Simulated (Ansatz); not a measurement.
Nudged elastic band run: Mg$_{32}$O$_{30}$F, charge +1

The input (input.yaml):

```yaml
crystal:
  lattice:
    - [8.606, 0.0, 0.0]
    - [0.0, 8.606, 0.0]
    - [0.0, 0.0, 8.606]
  atoms:
    - { symbol: Mg, position: [0.50144388, -4.366e-05, -0.01180507] }
    - { symbol: O, position: [0.74751958, 0.24731351, 0.24988799] }
    - { symbol: Mg, position: [0.75019739, 0.25031831, -0.00031593] }
    - { symbol: O, position: [0.00022743, 0.49994181, 0.2500186] }
    - { symbol: Mg, position: [0.76173859, -6.966e-05, 0.24841782] }
    - { symbol: O, position: [0.00022149, 0.24897344, 0.49906073] }
    - { symbol: Mg, position: [-0.00137153, -4.557e-05, -0.00204522] }
    - { symbol: O, position: [0.25268192, 0.24737435, 0.24972386] }
    - { symbol: Mg, position: [0.25010261, 0.25100123, -0.00010802] }
    - { symbol: O, position: [0.49991856, 0.49993218, 0.24995964] }
    - { symbol: Mg, position: [0.50031385, 0.49993458, -0.00208521] }
    - { symbol: O, position: [0.74751623, 0.75256906, 0.24985688] }
    - { symbol: Mg, position: [0.75019311, 0.74956643, -0.00032269] }
    - { symbol: O, position: [-0.00041975, -6.508e-05, 0.24962477] }
    - { symbol: Mg, position: [0.23702178, -5.492e-05, 0.24528099] }
    - { symbol: O, position: [0.50013449, 0.24738778, 0.49725151] }
    - { symbol: Mg, position: [0.50018982, 0.26206039, 0.24968839] }
    - { symbol: O, position: [0.74951593, 0.49995184, 0.49911242] }
    - { symbol: Mg, position: [0.75196011, 0.49994043, 0.24956744] }
    - { symbol: O, position: [0.00024063, 0.75092479, 0.49907378] }
    - { symbol: Mg, position: [0.50458688, -6.812e-05, 0.51290691] }
    - { symbol: O, position: [0.7494563, 0.24912934, 0.74954938] }
    - { symbol: Mg, position: [0.7499937, 0.25101134, 0.49978102] }
    - { symbol: O, position: [0.00036067, 0.49993841, 0.74953843] }
    - { symbol: Mg, position: [0.75193865, -6.183e-05, 0.75127937] }
    - { symbol: O, position: [0.00033137, 0.24913115, 0.00046281] }
    - { symbol: Mg, position: [-1.864e-05, 0.49993773, -0.00100864] }
    - { symbol: O, position: [0.25267995, 0.75252041, 0.24976336] }
    - { symbol: Mg, position: [0.25010795, 0.74888306, -0.00010981] }
    - { symbol: F, position: [0.50460925, 1.167e-05, 0.24515548] }
    - { symbol: Mg, position: [-5.559e-05, 0.25175053, 0.24982349] }
    - { symbol: O, position: [0.25078912, 0.4999264, 0.49909511] }
    - { symbol: Mg, position: [0.24819161, 0.49994347, 0.24885494] }
    - { symbol: O, position: [0.5001187, 0.75250852, 0.49724151] }
    - { symbol: Mg, position: [0.500199, 0.73778646, 0.24966619] }
    - { symbol: O, position: [0.74745452, -7.116e-05, 0.49721182] }
    - { symbol: Mg, position: [-0.00626535, -6.139e-05, 0.50183474] }
    - { symbol: O, position: [0.25081048, 0.2489981, 0.74968957] }
    - { symbol: Mg, position: [0.25019464, 0.25446759, 0.49969176] }
    - { symbol: O, position: [0.49987877, 0.4999351, 0.74965416] }
    - { symbol: Mg, position: [0.50102492, 0.49992805, 0.50170386] }
    - { symbol: O, position: [0.7494344, 0.75073993, 0.74957089] }
    - { symbol: Mg, position: [0.74999381, 0.74887045, 0.49978554] }
    - { symbol: O, position: [1.892e-05, -5.831e-05, 0.74989445] }
    - { symbol: Mg, position: [0.24805384, -3.524e-05, 0.75613962] }
    - { symbol: O, position: [0.50000794, 0.24736966, 0.00230367] }
    - { symbol: Mg, position: [0.50005772, 0.25175231, 0.7499495] }
    - { symbol: O, position: [0.74951573, 0.49993086, 0.00037058] }
    - { symbol: Mg, position: [0.75090377, 0.49993173, 0.74991462] }
    - { symbol: O, position: [0.00032707, 0.75076799, 0.00044675] }
    - { symbol: Mg, position: [-6.26e-05, 0.7481277, 0.24981547] }
    - { symbol: Mg, position: [-0.00078391, 0.49993891, 0.50054819] }
    - { symbol: O, position: [0.2508271, 0.75090506, 0.74965904] }
    - { symbol: Mg, position: [0.25020319, 0.74536556, 0.4996853] }
    - { symbol: O, position: [0.50024058, -4.046e-05, 0.75032259] }
    - { symbol: Mg, position: [0.0001863, 0.25065556, 0.74969756] }
    - { symbol: O, position: [0.2507786, 0.49994113, 0.00037182] }
    - { symbol: Mg, position: [0.24934871, 0.49994177, 0.75067745] }
    - { symbol: O, position: [0.50000518, 0.75254514, 0.00231416] }
    - { symbol: Mg, position: [0.50007178, 0.74813929, 0.7499633] }
    - { symbol: O, position: [0.7480437, -3.916e-05, 0.0018111] }
    - { symbol: Mg, position: [0.00018192, 0.74923005, 0.74971257] }
    - { symbol: O, position: [0.25274071, -4.84e-05, 0.00242066] }
total_charge: 1
basis:
  ecutwfc: 420.0
kpoints:
  mp_grid: { grid: [1, 1, 1] }
hamiltonian:
  xc: pbe
  pseudopotentials: { kind: paw, azcp: { folder: soft_1 } }
scf:
  occupations: { method: gaussian, width: 0.02 }
  lower_state_search: "off"
neb:
  images: 5
  f_tol: 0.03
  initial_path: idpp
  max_iterations: 80
  final_atoms:
    - { symbol: Mg, position: [0.50199015, 0.0, -0.00608113] }
    - { symbol: O, position: [0.74993732, 0.24911061, 0.2507209] }
    - { symbol: Mg, position: [0.74991479, 0.25075166, 8.521e-05] }
    - { symbol: O, position: [0.00061899, 0.5, 0.25073067] }
    - { symbol: Mg, position: [0.75608113, 0.0, 0.24800985] }
    - { symbol: O, position: [0.00252553, 0.2474022, 0.4999131] }
    - { symbol: Mg, position: [-0.00188756, 0.0, -0.00149267] }
    - { symbol: O, position: [0.25001072, 0.24719079, 0.25257288] }
    - { symbol: Mg, position: [0.25002482, 0.25185983, -0.00013611] }
    - { symbol: O, position: [0.49926788, 0.5, 0.25073212] }
    - { symbol: Mg, position: [0.5007793, 0.5, -0.00090048] }
    - { symbol: O, position: [0.74993732, 0.75088939, 0.2507209] }
    - { symbol: Mg, position: [0.74991479, 0.74924834, 8.521e-05] }
    - { symbol: O, position: [0.00250168, 0.0, 0.25264344] }
    - { symbol: Mg, position: [0.24541252, 0.0, 0.23671176] }
    - { symbol: O, position: [0.49742712, 0.24719079, 0.49998928] }
    - { symbol: Mg, position: [0.49996413, 0.2544931, 0.25003587] }
    - { symbol: O, position: [0.74981687, 0.5, 0.49979592] }
    - { symbol: Mg, position: [0.75090048, 0.5, 0.2492207] }
    - { symbol: O, position: [0.00252553, 0.7525978, 0.4999131] }
    - { symbol: Mg, position: [0.51328824, 0.0, 0.50458748] }
    - { symbol: O, position: [0.74977323, 0.2491763, 0.74934904] }
    - { symbol: Mg, position: [0.75013611, 0.25185983, 0.49997518] }
    - { symbol: O, position: [0.0006073, 0.5, 0.7493927] }
    - { symbol: Mg, position: [0.75149267, 0.0, 0.75188756] }
    - { symbol: O, position: [0.00065096, 0.2491763, 0.00022677] }
    - { symbol: Mg, position: [-0.00082283, 0.5, -9.047e-05] }
    - { symbol: O, position: [0.25001072, 0.75280921, 0.25257288] }
    - { symbol: Mg, position: [0.25002482, 0.74814017, -0.00013611] }
    - { symbol: F, position: [0.24522186, 0.0, 0.50477814] }
    - { symbol: Mg, position: [9.661e-05, 0.25109669, 0.24998394] }
    - { symbol: O, position: [0.25020057, 0.5, 0.49979943] }
    - { symbol: Mg, position: [0.24907583, 0.5, 0.24813009] }
    - { symbol: O, position: [0.49742712, 0.75280921, 0.49998928] }
    - { symbol: Mg, position: [0.49996413, 0.7455069, 0.25003587] }
    - { symbol: O, position: [0.75064156, 0.0, 0.50030882] }
    - { symbol: Mg, position: [-0.01158667, 0.0, 0.50127216] }
    - { symbol: O, position: [0.2500869, 0.2474022, 0.74747447] }
    - { symbol: Mg, position: [0.24999301, 0.26218243, 0.50000699] }
    - { symbol: O, position: [0.49926933, 0.5, 0.74938101] }
    - { symbol: Mg, position: [0.50186991, 0.5, 0.50092417] }
    - { symbol: O, position: [0.74977323, 0.7508237, 0.74934904] }
    - { symbol: Mg, position: [0.75013611, 0.74814017, 0.49997518] }
    - { symbol: O, position: [0.00205372, 0.0, 0.74794628] }
    - { symbol: Mg, position: [0.24872784, 0.0, 0.76158667] }
    - { symbol: O, position: [0.4992791, 0.24911061, 6.268e-05] }
    - { symbol: Mg, position: [0.50001606, 0.25109669, 0.74990339] }
    - { symbol: O, position: [0.74975611, 0.5, 0.00024389] }
    - { symbol: Mg, position: [0.75009047, 0.5, 0.75082283] }
    - { symbol: O, position: [0.00065096, 0.7508237, 0.00022677] }
    - { symbol: Mg, position: [9.661e-05, 0.74890331, 0.24998394] }
    - { symbol: Mg, position: [-0.00190842, 0.5, 0.50019868] }
    - { symbol: O, position: [0.2500869, 0.7525978, 0.74747447] }
    - { symbol: Mg, position: [0.24999301, 0.73781757, 0.50000699] }
    - { symbol: O, position: [0.49735656, 0.0, 0.74749832] }
    - { symbol: Mg, position: [-0.00017726, 0.25050269, 0.75017726] }
    - { symbol: O, position: [0.25020408, 0.5, 0.00018313] }
    - { symbol: Mg, position: [0.24980132, 0.5, 0.75190842] }
    - { symbol: O, position: [0.4992791, 0.75088939, 6.268e-05] }
    - { symbol: Mg, position: [0.50001606, 0.74890331, 0.74990339] }
    - { symbol: O, position: [0.75016963, 0.0, -0.00016963] }
    - { symbol: Mg, position: [-0.00017726, 0.74949731, 0.75017726] }
    - { symbol: O, position: [0.24969118, 0.0, -0.00064156] }
  order_check: true
```

Launched with:

```bash
$ ansatz run input.yaml --threads 4 --pin off --max-ram 10240MiB --backend cpu --events-out ev --progress --plain --runs-dir out
```

Output, in part (warnings, iteration lines):

```
NEB end point (image 0): max|allowed force component| = 1.012e-2 eV/Å (the criterion of neb.relax_end_points is 1.000e-2)
NEB iter   1: max|band force component| = 1.431e0 eV/Å  barrier→ = 2.6317 eV  barrier← = 2.6317 eV  Δτ_max = 0.0874 Å  (73 SCF iters)
NEB iter   2: max|band force component| = 7.488e-1 eV/Å  barrier→ = 2.3690 eV  barrier← = 2.3689 eV  Δτ_max = 0.0449 Å  (36 SCF iters)
NEB iter   3: max|band force component| = 1.304e-1 eV/Å  barrier→ = 2.3039 eV  barrier← = 2.3039 eV  CI = image 3  Δτ_max = 0.0220 Å  (33 SCF iters)
NEB iter   4: max|band force component| = 3.883e-2 eV/Å  barrier→ = 2.2991 eV  barrier← = 2.2991 eV  CI = image 3  Δτ_max = 0.0125 Å  (30 SCF iters)
NEB iter   5: max|band force component| = 3.213e-2 eV/Å  barrier→ = 2.2980 eV  barrier← = 2.2980 eV  CI = image 3  Δτ_max = 0.0203 Å  (30 SCF iters)
NEB iter   6: max|band force component| = 4.903e-2 eV/Å  barrier→ = 2.2973 eV  barrier← = 2.2973 eV  CI = image 3  Δτ_max = 0.0101 Å  (30 SCF iters)
NEB iter   7: max|band force component| = 6.499e-2 eV/Å  barrier→ = 2.2971 eV  barrier← = 2.2970 eV  CI = image 3  Δτ_max = 0.0051 Å  (30 SCF iters)
NEB iter   8: max|band force component| = 1.072e-2 eV/Å  barrier→ = 2.2967 eV  barrier← = 2.2967 eV  CI = image 3  Δτ_max = 0.0000 Å  (251 SCF iters)
```

The forces met the threshold. By the program's own check the climbing image is a first-order saddle point (lowest curvatures found: -5.62 and 3.77 eV/Å²). Limits of this set-up: coarse k mesh, no spin, though dangling bonds at a vacancy may carry it, charged cell in a uniform background, uncorrected.

Final band (atoms are numbered from 1 in the order of the input):

```json
{"image": "0", "path coordinate (Å)": "0.00", "energy (eV)": "0.00", "Mg1–F30 (Å)": "2.21", "Mg5–F30 (Å)": "2.21", "Mg17–F30 (Å)": "2.26"}
{"image": "1", "path coordinate (Å)": "0.55", "energy (eV)": "0.44", "Mg1–F30 (Å)": "2.63", "Mg5–F30 (Å)": "2.63", "Mg17–F30 (Å)": "2.29"}
{"image": "2", "path coordinate (Å)": "1.09", "energy (eV)": "1.57", "Mg1–F30 (Å)": "3.07", "Mg5–F30 (Å)": "3.07", "Mg17–F30 (Å)": "2.44"}
{"image": "3", "path coordinate (Å)": "1.64", "energy (eV)": "2.30", "Mg1–F30 (Å)": "3.50", "Mg5–F30 (Å)": "3.50", "Mg17–F30 (Å)": "2.69"}
{"image": "4", "path coordinate (Å)": "2.19", "energy (eV)": "1.57", "Mg1–F30 (Å)": "3.94", "Mg5–F30 (Å)": "3.94", "Mg17–F30 (Å)": "3.01"}
{"image": "5", "path coordinate (Å)": "2.74", "energy (eV)": "0.43", "Mg1–F30 (Å)": "4.41", "Mg5–F30 (Å)": "4.41", "Mg17–F30 (Å)": "3.38"}
{"image": "6", "path coordinate (Å)": "3.28", "energy (eV)": "0.00", "Mg1–F30 (Å)": "4.75", "Mg5–F30 (Å)": "4.75", "Mg17–F30 (Å)": "3.80"}
```

Time of the run: 5.3 min on 4 threads of Arm Neoverse V2, with other jobs on the host, peak memory 2.9 GiB.
